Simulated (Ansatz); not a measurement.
# C2H6OSi2: the cost of one run

Program: Ansatz 0.2.0, Gaussian basis. Level of theory: the settings change from run to run. These are calculated values, not measurements.

### Step 1. The geometry

The structure was relaxed beforehand with PBE0-D4 in a triple-zeta def2 set.

SMILES `O[SiH2]C#C[SiH3]`, 11 atoms, charge 0, spin multiplicity 1.

Atoms are counted from 1 here; the program's logs count them from 0.

Bond lengths: O1–Si2 1.641 Å, O1–H6 0.958 Å, Si2–C3 1.830 Å, Si2–H7 1.485 Å, Si2–H8 1.477 Å, C3–C4 1.215 Å, C4–Si5 1.826 Å, Si5–H9 1.483 Å, Si5–H10 1.483 Å, Si5–H11 1.483 Å. Angles: Si2–O1–H6 117.9°, O1–Si2–C3 111.3°, O1–Si2–H7 112.0°, O1–Si2–H8 106.2°, C3–Si2–H7 106.9°, C3–Si2–H8 109.7°, H7–Si2–H8 110.8°, Si2–C3–C4 179.3°, C3–C4–Si5 179.7°, C4–Si5–H9 109.2°, C4–Si5–H10 109.2°, C4–Si5–H11 109.0°, H9–Si5–H10 109.8°, H9–Si5–H11 109.7°, H10–Si5–H11 109.8°.

### Step 2. B2PLYP/def2-mTZVP

Set apart from the defaults: finite nuclei, high accuracy.

Input file in.yaml:

```yaml
crystal:
  periodic: [false, false, false]
  atoms:
    - {symbol: O, position_ang: [-1.914593, -1.887523, 1.499063]}
    - {symbol: Si, position_ang: [-0.322844, -1.495329, 1.576626]}
    - {symbol: C, position_ang: [0.129445, -0.290294, 0.275184]}
    - {symbol: C, position_ang: [0.424728, 0.521225, -0.579489]}
    - {symbol: Si, position_ang: [0.872811, 1.733012, -1.869745]}
    - {symbol: H, position_ang: [-2.553987, -1.174107, 1.511956]}
    - {symbol: H, position_ang: [0.036476, -0.879322, 2.878923]}
    - {symbol: H, position_ang: [0.421898, -2.754427, 1.369311]}
    - {symbol: H, position_ang: [1.607094, 2.861113, -1.246904]}
    - {symbol: H, position_ang: [1.730920, 1.073013, -2.883216]}
    - {symbol: H, position_ang: [-0.366647, 2.235540, -2.511109]}
basis:
  gaussian: {orbitals: def2-mTZVP, nuclear_model: gaussian}
hamiltonian: {xc: {name: B2PLYP}}
accuracy: high
```

Command:

```sh
$ ansatz run in.yaml --threads 4 --pin off --events-out ev --progress --plain --max-ram 10444MiB
```

Q: Estimate wall time and peak memory on 4 threads of Arm Neoverse V1, shared host.

About 6 s, with a peak of 0.56 GiB.
